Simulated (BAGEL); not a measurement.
# doublet C2H6Cl2Si+: levels of theory compared

Aim: a comparison of 4 runs (UHF/STO-3G, ROHF/6-31G*, ROHF/def2-SVP, UHF/def2-SVP) of doublet C2H6Cl2Si+. 

Program for the calculation: BAGEL 1.2.2.

1 further run of the same task is left out (set aside as unsound or not needed).

## 1. The structure to begin with

C2H6Cl2Si+: 11 atoms, total charge +1, spin state doublet. As SMILES of the parent species, `C[Si](C)(Cl)Cl`. The shape is that of a PBE0-D4/def2-TZVP optimisation. That shape belongs to the parent species and isn't relaxed for this state.

Bond lengths: C1–Si2 1.851 Å, Si2–C3 1.851 Å, Si2–Cl4 2.058 Å, Si2–Cl5 2.058 Å, C1–H6 1.093 Å, C1–H7 1.091 Å, C1–H8 1.093 Å, C3–H9 1.093 Å, C3–H10 1.091 Å, C3–H11 1.093 Å. Some angles: C1–Si2–C3 114.5°, C1–Si2–Cl4 108.6°, C1–Si2–Cl5 108.6°, C3–Si2–Cl4 108.6°, C3–Si2–Cl5 108.6°, Cl4–Si2–Cl5 107.7°, Si2–C1–H6 110.3°, Si2–C1–H7 110.5°, Si2–C1–H8 110.3°, Si2–C3–H9 110.3°.

## 2. The energy at UHF/STO-3G (density fitting with cc-pvqz-jkfit) (run 1)

Contents of input.json:

```json
{ "bagel" : [

{
  "title" : "molecule",
  "basis" : "sto-3g",
  "df_basis" : "cc-pvqz-jkfit",
  "angstrom" : true,
  "geometry" : [
    { "atom" : "C", "xyz" : [      -1.474780,       0.260330,       0.569630 ] },
    { "atom" : "Si", "xyz" : [       0.049440,       0.400780,      -0.470390 ] },
    { "atom" : "C", "xyz" : [       1.413930,      -0.753620,       0.009340 ] },
    { "atom" : "Cl", "xyz" : [      -0.457830,       0.039560,      -2.432040 ] },
    { "atom" : "Cl", "xyz" : [       0.750400,       2.332220,      -0.351670 ] },
    { "atom" : "H", "xyz" : [      -1.240880,       0.476080,       1.614990 ] },
    { "atom" : "H", "xyz" : [      -2.234960,       0.966850,       0.231850 ] },
    { "atom" : "H", "xyz" : [      -1.886320,      -0.749770,       0.503510 ] },
    { "atom" : "H", "xyz" : [       1.724400,      -0.565080,       1.039920 ] },
    { "atom" : "H", "xyz" : [       2.278000,      -0.616910,      -0.643230 ] },
    { "atom" : "H", "xyz" : [       1.078600,      -1.790430,      -0.071900 ] }
  ]
},

{ "title" : "uhf", "charge" : 1, "nopen" : 1 },

{ "title" : "print", "file" : "orbitals.molden", "orbitals" : true }

]}
```

Run with:

```console
$ BAGEL_NUM_THREADS=1 BAGEL input.json > input.out
```

The log of the run:

```text
* using 1 threads per process

  ===============================================================
  ===============================================================

  *** Geometry ***

  { "atom" : "C", "xyz" : [     -2.786930,      0.491952,      1.076445 ] },
  { "atom" : "Si", "xyz" : [      0.093428,      0.757364,     -0.888908 ] },
  { "atom" : "C", "xyz" : [      2.671940,     -1.424135,      0.017650 ] },
[... 7 lines of this table left out ...]
  { "atom" : "H", "xyz" : [      2.038259,     -3.383422,     -0.135871 ] },

  Number of auxiliary basis functions:      962

  Since a DF basis is specified, we compute 2- and 3-index integrals:
    o Being stored without compression. Storage requirement is 0.014 GB

  Number of basis functions:       43
  Number of electrons      :       66

    * METHOD: MOLECULE                             1.44

  *** Open-shell HF ***

  === Nuclear Repulsion ===
   364.6542020153

      * DIIS with orbital gradients will be used.

  === UHF iteration (sto-3g) ===
      0      -1272.67856124          0.02718485           0.28
      1      -1272.84055465          0.01136420           0.30
      2      -1272.86145423          0.00382617           0.27
[... 38 lines of this table left out ...]
     41      -1272.86752034          0.00000001           0.27
    * SCF iteration converged.

    * S^2 (UHF) is 0.7651

    * Permanent dipole moment:
           (    0.128474,     1.041343,    -1.222142) a.u.

    * METHOD: UHF                                 12.03

    * METHOD: PRINT                                0.00

  ===============================================================
```

It took 14 s on 1 thread of Intel Xeon Platinum 8259CL at 2.50GHz (Skylake/Cascade Lake), shared host; peak memory 0.13 GiB.

## 3. A single-point energy at ROHF/6-31G(d) (density fitting with cc-pvqz-jkfit, spherical functions) (run 2)

Contents of calc.json:

```json
{ "bagel": [

{
  "title": "molecule",
  "basis": "6-31gs.json",
  "df_basis": "cc-pvqz-jkfit",
  "angstrom": true,
  "geometry": [
    { "atom": "C", "xyz": [      -1.474780,       0.260330,       0.569630 ] },
    { "atom": "Si", "xyz": [       0.049440,       0.400780,      -0.470390 ] },
    { "atom": "C", "xyz": [       1.413930,      -0.753620,       0.009340 ] },
    { "atom": "Cl", "xyz": [      -0.457830,       0.039560,      -2.432040 ] },
    { "atom": "Cl", "xyz": [       0.750400,       2.332220,      -0.351670 ] },
    { "atom": "H", "xyz": [      -1.240880,       0.476080,       1.614990 ] },
    { "atom": "H", "xyz": [      -2.234960,       0.966850,       0.231850 ] },
    { "atom": "H", "xyz": [      -1.886320,      -0.749770,       0.503510 ] },
    { "atom": "H", "xyz": [       1.724400,      -0.565080,       1.039920 ] },
    { "atom": "H", "xyz": [       2.278000,      -0.616910,      -0.643230 ] },
    { "atom": "H", "xyz": [       1.078600,      -1.790430,      -0.071900 ] }
  ]
},

{
  "title": "rohf",
  "charge": 1,
  "nopen": 1
},

{
  "title": "print",
  "file": "orbitals.molden",
  "orbitals": true
}

]}
```

The basis set 6-31G* is read from a file made from the Basis Set Exchange's data (not shown).

Run with:

```console
$ BAGEL_NUM_THREADS=1 BAGEL calc.json > calc.out
```

The log of the run:

```text
* using 1 threads per process

  ===============================================================
  ===============================================================

  *** Geometry ***

  { "atom" : "C", "xyz" : [     -2.786930,      0.491952,      1.076445 ] },
  { "atom" : "Si", "xyz" : [      0.093428,      0.757364,     -0.888908 ] },
  { "atom" : "C", "xyz" : [      2.671940,     -1.424135,      0.017650 ] },
[... 7 lines of this table left out ...]
  { "atom" : "H", "xyz" : [      2.038259,     -3.383422,     -0.135871 ] },

  Number of auxiliary basis functions:      962

  Since a DF basis is specified, we compute 2- and 3-index integrals:
    o Being stored without compression. Storage requirement is 0.068 GB

  Number of basis functions:       94
  Number of electrons      :       66

    * METHOD: MOLECULE                             1.76

  *** Open-shell HF ***

  === Nuclear Repulsion ===
   364.6542020153

      * DIIS with orbital gradients will be used.

  === ROHF iteration (6-31gs.json) ===
      0      -1286.69979961          0.02175567           0.70
      1      -1286.80566687          0.01089729           0.63
      2      -1286.82326322          0.00556596           0.65
[... 23 lines of this table left out ...]
     26      -1286.83040632          0.00000001           0.63
    * SCF iteration converged.

    * S^2 (ROHF) is 0.7500

    * Permanent dipole moment:
           (    0.179593,     1.456144,    -1.709051) a.u.

    * METHOD: ROHF                                18.25

    * METHOD: PRINT                                0.02

  ===============================================================
```

Run time: 20 s. Hardware: 1 thread of Intel Xeon Platinum 8259CL at 2.50GHz (Skylake/Cascade Lake), shared host; peak memory 0.27 GiB.

Run 3 isn't shown in full; the table further down has it.

## 4. The energy at UHF/def2-SVP (density fitting with cc-pvqz-jkfit) (run 4)

Edit calc.json of step 3 so:

```diff
@@ -4,5 +4,5 @@
   "title": "molecule",
-  "basis": "6-31gs.json",
+  "basis": "svp",
   "df_basis": "cc-pvqz-jkfit",
-  "angstrom": true,
+  "angstrom": "true",
   "geometry": [
@@ -23,3 +23,3 @@
 {
-  "title": "rohf",
+  "title": "uhf",
   "charge": 1,
@@ -31,3 +31,3 @@
   "file": "orbitals.molden",
-  "orbitals": true
+  "orbitals": "true"
 }
```

Run with:

```console
$ BAGEL_NUM_THREADS=1 BAGEL calc.json > calc.out
```

The log of the run:

```text
* using 1 threads per process

  ===============================================================
  ===============================================================

  *** Geometry ***

  { "atom" : "C", "xyz" : [     -2.786930,      0.491952,      1.076445 ] },
  { "atom" : "Si", "xyz" : [      0.093428,      0.757364,     -0.888908 ] },
  { "atom" : "C", "xyz" : [      2.671940,     -1.424135,      0.017650 ] },
[... 7 lines of this table left out ...]
  { "atom" : "H", "xyz" : [      2.038259,     -3.383422,     -0.135871 ] },

  Number of auxiliary basis functions:      962

  Since a DF basis is specified, we compute 2- and 3-index integrals:
    o Being stored without compression. Storage requirement is 0.097 GB

  Number of basis functions:      112
  Number of electrons      :       66

    * METHOD: MOLECULE                             1.93

  *** Open-shell HF ***

  === Nuclear Repulsion ===
   364.6542020153

      * DIIS with orbital gradients will be used.

  === UHF iteration (svp) ===
      0      -1286.32017145          0.02067402           0.92
      1      -1286.43902598          0.00906456           0.87
      2      -1286.45681210          0.00402263           0.86
[... 18 lines of this table left out ...]
     21      -1286.46383446          0.00000001           0.83
    * SCF iteration converged.

    * S^2 (UHF) is 0.7865

    * Permanent dipole moment:
           (    0.176455,     1.430147,    -1.678571) a.u.

    * METHOD: UHF                                 19.38

    * METHOD: PRINT                                0.02

  ===============================================================
```

Wall time 22 s (1 thread of Intel Xeon Platinum 8259CL at 2.50GHz (Skylake/Cascade Lake), shared host); peak memory 0.32 GiB.

## 5. Overview of the runs

```tsv
run	level	energy (Eh)	⟨S²⟩	wall time
1	UHF/STO-3G (density fitting with cc-pvqz-jkfit)	-1272.867520	0.765	14 s
2	ROHF/6-31G* (density fitting with cc-pvqz-jkfit, spherical functions)	-1286.830406	0.750	20 s
3	ROHF/def2-SVP (density fitting with cc-pvqz-jkfit)	-1286.455295	0.750	23 s
4	UHF/def2-SVP (density fitting with cc-pvqz-jkfit)	-1286.463834	0.786	22 s
```

## 6. Results

```
           quantity           value
run 4: total energy  -1286.46383 Eh
        run 4: ⟨S²⟩           0.786
```

In words: In run 1 the basis is minimal, so the values are rough. All runs together took 79 s, the longest 23 s.
